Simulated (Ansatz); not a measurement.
# MgAu: a relaxation

Wanted: a converged relaxation for MgAu, and a check of what comes out. The structure is shown as the input types it.

Method: DFT, PBEsol, all-electron LAPW, scalar-relativistic, in Ansatz 0.2.0.

**1. The starting structure**

Symmetry: Pm-3m, No. 221, cubic system. The conventional cell has a = 2.311 Å, b = 2.311 Å, c = 2.311 Å, α = 90.00°, β = 90.00°, γ = 90.00°. Mg (site symmetry m-3m) is surrounded by 8 Au at 2.00 Å. Au (site symmetry m-3m) is surrounded by 8 Mg at 2.00 Å.

Structure file:

```
CELL_PARAMETERS angstrom
2.31132 0.00000 0.00000
0.00000 2.31132 0.00000
0.00000 0.00000 2.31132
ATOMIC_POSITIONS crystal
Mg 0.50000 0.50000 0.50000
Au 0.00000 0.00000 0.00000
```

**2. Running it**

input.yaml

```yaml
crystal:
  lattice:
    - [2.31132055, 0.0, 0.0]
    - [0.0, 2.31132055, 0.0]
    - [0.0, 0.0, 2.31132055]
  atoms:
    - { symbol: Mg, position: [0.5, 0.5, 0.5] }
    - { symbol: Au, position: [0.0, 0.0, 0.0] }
kpoints:
  mp_grid: { grid: [10, 10, 10] }
scf:
  occupations: { method: fermi_dirac, width: 0.05 }
  max_iter: 50
hamiltonian:
  xc: pbesol
  pseudopotentials: { kind: all_electron, lapw: { basis_error: 0.001 } }
output:
  forces: true
  stress: true
relax:
  f_tol: 0.005
  max_steps: 80
  cell: {}
```

Command:

```bash
$ ansatz run input.yaml --threads 1 --pin off --max-ram 2048MiB --backend cpu --events-out ev --progress --plain --runs-dir out
```

Q: Will this input give a usable result? If not, why, and what should change?

The program finished normally. Convergence says nothing about whether the input makes sense.

The structure is squeezed far below its natural size. The shortest distance in the input is 2.00 Å, between atoms 1 (Mg) and 2 (Au).

The cure: use the intended lattice or bond lengths.
